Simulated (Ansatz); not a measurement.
# HfCl (sextet): the correlation ladder at distance Hf1–Cl2 = 3.106 Å, def2-SVP

The task here is to estimate one member of a computed series from the others.

Method: def2-SVP, core rule «outside noble gas», up to 9 orbitals frozen; program: Ansatz 0.2.0, Gaussian basis.

The runs, in order: UHF; CCSD(T) on ROHF; CCSD(T) on UHF; CISD; CCSDT(Q) on ROHF; CCSDT(Q) on UHF; CASSCF and MRCISD+Q, 7 electrons in 7 orbitals; CASSCF and NEVPT2, 7 electrons in 7 orbitals.

45 further runs of the same task are left out: 22 for a known fault of the program, 2 for a mislabelled method, 17 that didn't finish, 4 set aside as unsound or not needed.

**The geometry**

The geometry derives from a PBE0/def2-TZVP stationary point (not a proven minimum). One bond is set to the value named and the two fragments are kept rigid. No spin-orbit coupling is included. Elements past krypton take def2 core potentials.

2 atoms, charge 0, spin multiplicity 6.

Atoms are counted from 1 here; the program's logs count them from 0.

Bond lengths: Hf1–Cl2 3.106 Å.

The first run:

The input, in.yaml:

```yaml
crystal:
  periodic: [false, false, false]
  atoms:
    - {symbol: Hf, position_ang: [0.000000, 0.000000, 0.000000]}
    - {symbol: Cl, position_ang: [0.000000, 0.000000, 3.105600]}
basis:
  gaussian: {orbitals: def2-SVP}
magnetization: {spin_polarized: true, initial_magnetization: 5}
hamiltonian: {xc: hf}
output: {orbitals: {seedname: orbitals}}
```

On the command line:

```console
ansatz run in.yaml --threads 1 --pin off --events-out ev --progress --plain --max-ram 2393MiB
```

Among the steps run: UHF; CCSD(T) on ROHF; CCSD(T) on UHF; CISD; CCSDT(Q) on ROHF; CCSDT(Q) on UHF; CASSCF and MRCISD+Q, 7 electrons in 7 orbitals; CASSCF and NEVPT2, 7 electrons in 7 orbitals.

One of the session's tables, all rows but one given; the rest of the session is left out.

| method | from RCCSDT(Q) (meV) |
| --- | --- |
| ROHF | +4460.1 |
| UHF | +4237.3 |
| RMP2 | +685.8 |
| UMP2 | +595.5 |
| CISD | +290.6 |
| RCCSD | +69.8 |
| UCCSD | -36.8 |
| RCCSD(T) | +18.0 |
| UCCSD(T) | -86.1 |
| RCCSDT | +4.6 |
| UCCSDT | -98.9 |
| RCCSDT(Q) | 0 |
| UCCSDT(Q) | -103.4 |
| CASSCF pair | +4154.9 |
| NEVPT2 pair | +769.7 |
| MRCISD pair | +264.8 |
| MRCISD+Q pair | ? |

Estimate the missing values for MRCISD+Q pair.

**Answer.** from RCCSDT(Q) (meV): +6.8. In the column «from RCCSDT(Q) (meV)» it lies between RCCSDT (+4.6) and RCCSD(T) (+18.0).

To keep in mind: Restricted and unrestricted rows rest on different reference determinants; where their highest levels disagree by more than a few hundredths of an eV, they describe different states and don't form one ladder.
